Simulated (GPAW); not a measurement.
# SnBrCl (SMILES [Cl][Sn][Br]) at RPBE/real-space grid (scalar-relativistic datasets)

Aim: ionisation energies of SnBrCl. The job is set up through an ASE script.

Program for the calculation: GPAW 26.7.0.

1 further run of the same task is left out (set aside as unsound or not needed).

### 1 The structure to begin with

SnBrCl: 3 atoms, total charge 0, spin state singlet. SMILES: `[Cl][Sn][Br]`. Geometry: a GFN2-xTB relaxation, a rough one for these elements and not checked as a minimum.

Bond lengths: Cl1–Sn2 2.381 Å, Sn2–Br3 2.536 Å. Angles: Cl1–Sn2–Br3 100.2°.

### 2 Ionisation energies at RPBE/real-space grid (scalar-relativistic datasets)

mol.xyz reads:

```xyz
3

Cl     0.579410     1.767700     0.500720
Sn    -0.917100     0.194580    -0.477450
Br     0.337690    -1.962280    -0.023270
```

ipea.py reads:

```python
from ase.io import read
from gpaw import GPAW

# Set up the molecule
mol = read('mol.xyz')
mol.center(vacuum=4.5)

energies = {}
for name, charge, unpaired in [('neutral', 0, 0), ('oxidised', 1, 1)]:
    mol.set_initial_magnetic_moments([unpaired / len(mol)] * len(mol))
    calc = GPAW(mode='fd',
                h=0.25,
                xc='RPBE',
                charge=charge,
                occupations={'name': 'fermi-dirac', 'width': 0.0, 'fixmagmom': unpaired > 0},
                maxiter=100,
                symmetry='off',
                txt=f'{name}.txt')
    mol.calc = calc
    energies[name] = mol.get_potential_energy()
    print(f'{name:10} {energies[name]:12.5f} eV')

ip = energies['oxidised'] - energies['neutral']
print(f'Vertical IP: {ip:.3f} eV')
```

On the command line:

```bash
$ python3 ipea.py
```

What values should one expect? Wanted: first ionisation energy.

**Answer.** As computed:

Level: RPBE/real-space grid (scalar-relativistic datasets).

```
               quantity    value
first ionisation energy  9.54 eV
```
